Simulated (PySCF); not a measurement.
# Tin: the same states on changed settings

One table from this session's results is given with a row withheld; the runs are named, their logs left out.

Program: PySCF 2.14.0. Level of theory: unrestricted determinants in a Gaussian basis, no spin-orbit coupling in the energies. These are calculated values, not measurements, unless marked.

### The atom as given

```
Element                                   : tin (Z = 50)
Basis                                     : x2c-TZVPall (8s6p4d2f, 60 functions)
Hamiltonian                               : scalar relativity by spin-free X2C-1e
State 1                                   : Sn⁺: [Kr] 4d10 5s2 5p1, 2P determinant
State 2                                   : Sn²⁺: [Kr] 4d10 5s2, closed-shell 1S
Methods                                   : UHF, B3LYP, LDA, MP2
Core shells frozen in the correlated runs : valence: [Kr] 4d10 (for Sn⁺)
```

The outer shells:

Sn+ [Kr] 4d10 5s2 5p1
```
[Kr] core
4d [↑↓][↑↓][↑↓][↑↓][↑↓]
5s [↑↓]
5p [↑ ][  ][  ]
```

Sn2+ [Kr] 4d10 5s2
```
[Kr] core
4d [↑↓][↑↓][↑↓][↑↓][↑↓]
5s [↑↓]
```

The sound run (x2c-TZVPall, the spin-free X2C one-electron Hamiltonian (Gaussian nucleus), symmetry-adapted start, fine grid, valence correlation) gave:

| species | method | energy (hartree) |
| --- | --- | --- |
| Sn⁺ | UHF | -6173.49647 |
| Sn⁺ | B3LYP | -6176.26406 |
| Sn⁺ | LDA | -6170.18321 |
| Sn⁺ | MP2 (valence) | -6173.52791 |
| Sn²⁺ | UHF | -6172.99237 |
| Sn²⁺ | B3LYP | -6175.73857 |
| Sn²⁺ | LDA | -6169.65444 |
| Sn²⁺ | MP2 (valence) | -6173.01686 |

The runs were made by one driver on top of PySCF. The scripts below sum up each run's settings (the driver also hands on starting orbitals that pick excited configurations, and frozen orbitals as a list rather than a count), and the logs come from the driver's own runs.

The first run:

The driver's launch:

```sh
> OMP_NUM_THREADS=1 python atomrun2.py TASK.json OUT
```

input.py

```python
from pyscf import gto, scf, dft, mp, cc
import basis_set_exchange as bse
mol = gto.M(atom="Sn 0 0 0", charge=1, spin=1, symmetry="D2h",
            basis=gto.basis.parse(bse.get_basis("x2c-TZVPall", elements=["Sn"], fmt="nwchem", header=False)),
            nucmod="G")
mf = scf.UHF(mol).sfx2c1e()
mf.irrep_nelec = {'Ag': (9, 9), 'B1g': (2, 2), 'B2g': (2, 2), 'B3g': (2, 2), 'B1u': (3, 3), 'B2u': (4, 3), 'B3u': (3, 3)}
mf.init_guess = "minao"
mf.max_cycle = 50
mf.kernel()
```

Steps of the session up to this table: Changed run, Sn⁺; Changed run, Sn²⁺, method by method.

One of the session's tables, all rows but one given; the rest of the session is left out.

Ionisation energy of Sn⁺:

```
 method  sound run (eV)
    UHF               ?
  B3LYP          14.299
    LDA          14.389
    MP2          13.906
SCS-MP2          13.893
```

Q: Estimate the row for UHF from the others.

As computed: sound run (eV): 13.717. In the column «sound run (eV)» it is the lowest.
